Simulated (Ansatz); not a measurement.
# AlGa2H: the cost of one run

Computed with Ansatz 0.2.0, Gaussian basis. Level: cc-pVTZ, core rule «outside noble gas», up to 33 orbitals frozen.

To be run: UHF; CCSD(T) on RHF; CCSD(T) on UHF; BCCD(T) on RHF; CCSDT(Q) on RHF; CCSDT(Q) on UHF.

4 further runs of the same task are left out: 4 set aside as unsound or not needed. Runs told in other sessions of the task aren't counted.

### Step 1. What is computed

The geometry is a PBE0/def2-TZVP stationary point (not a proven minimum). No spin-orbit coupling is included. The filled d shell of Ga may be among the frozen orbitals whatever the setting's name suggests.

4 atoms, charge 0, spin multiplicity 1.

Atoms are counted from 1 here; the program's logs count them from 0.

Bond lengths: Al1–Ga2 2.548 Å, Al1–Ga3 2.548 Å, Al1–H4 1.600 Å, Ga2–Ga3 2.370 Å. Angles: Ga2–Al1–Ga3 55.4°, Ga2–Al1–H4 152.3°, Ga3–Al1–H4 152.3°, Al1–Ga2–Ga3 62.3°, Al1–Ga3–Ga2 62.3°.

### Step 2. UHF

Input file in.yaml:

```yaml
crystal:
  periodic: [false, false, false]
  atoms:
    - {symbol: Al, position_ang: [0.000000, 1.868499, 0.000000]}
    - {symbol: Ga, position_ang: [0.000000, -0.386610, -1.185145]}
    - {symbol: Ga, position_ang: [0.000000, -0.386610, 1.185145]}
    - {symbol: H, position_ang: [0.000000, 3.468731, 0.000000]}
basis:
  gaussian: {orbitals: cc-pVTZ}
magnetization: {spin_polarized: true, initial_magnetization: 0}
hamiltonian: {xc: hf}
output: {orbitals: {seedname: orbitals}}
```

The run is started by

```sh
$ ansatz run in.yaml --threads 1 --pin off --events-out ev --progress --plain --max-ram 4096MiB --backend cpu
```

Q: Estimate wall time and peak memory on 1 thread of AMD EPYC 7R13, shared host.

About 99 s, with a peak of 0.44 GiB.
